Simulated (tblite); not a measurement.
# C4H12GeOSe: the cost of one run

Programs: tblite 0.8.0 and PySCF 2.14.0, with density-fitted response routines of our own. Each step states its level of theory. These are calculated values for one molecule in the gas phase, unless marked as measured. Atoms count from 0, in the outputs and in this text.

### Step 1. The molecule as given

19 atoms, charge 0, multiplicity 1; geometry from: force field or distance geometry start.

Bonds of the start (Å): C0–C1 1.51, C1–O2 1.40, O2–Ge3 1.78, Ge3–Se4 2.36, Se4–C5 1.95, C5–C6 1.52, C0–H7 1.12, C0–H8 1.11, C0–H9 1.09, C1–H10 1.11, C1–H11 1.13, Ge3–H12 1.56, Ge3–H13 1.55, C5–H14 1.10, C5–H15 1.12, C6–H16 1.11, C6–H17 1.10, C6–H18 1.09.

### Step 2. Optimising the geometry with GFN2-xTB

What the job is given:

```
{"job": {"kind": "relax", "xc": "GFN2-xTB", "basis": "xTB"}, "charge": 0, "multiplicity": 1}
C     -3.754400     0.015900    -0.419600
C     -2.306600     0.087000    -0.010300
O     -1.604800     1.038400    -0.755200
Ge     0.099500     1.082300    -0.231900
Se     0.698200    -1.163200     0.192200
C      2.602300    -1.311800    -0.222500
C      3.252700     0.065200    -0.184600
H     -4.009700    -1.065500    -0.513000
H     -4.446500     0.469700     0.325300
H     -3.848000     0.446600    -1.417900
H     -2.175300     0.202600     1.086300
H     -1.853100    -0.904700    -0.313600
H      0.222200     1.961900     1.048800
H      1.002100     1.578300    -1.395800
H      2.782300    -1.704000    -1.234800
H      3.066500    -1.950000     0.570900
H      4.353100    -0.039200    -0.141800
H      2.910100     0.557600     0.734700
H      2.999600     0.642200    -1.078900
```

On the command line:

```sh
$ OMP_NUM_THREADS=1 python probes_run.py task.json out
```

The driver reads the jobs from task.json and runs them one after another.

Q: Estimate the wall time of this first job on 1 thread of Arm Neoverse N1, shared host.

About 3.5 s.
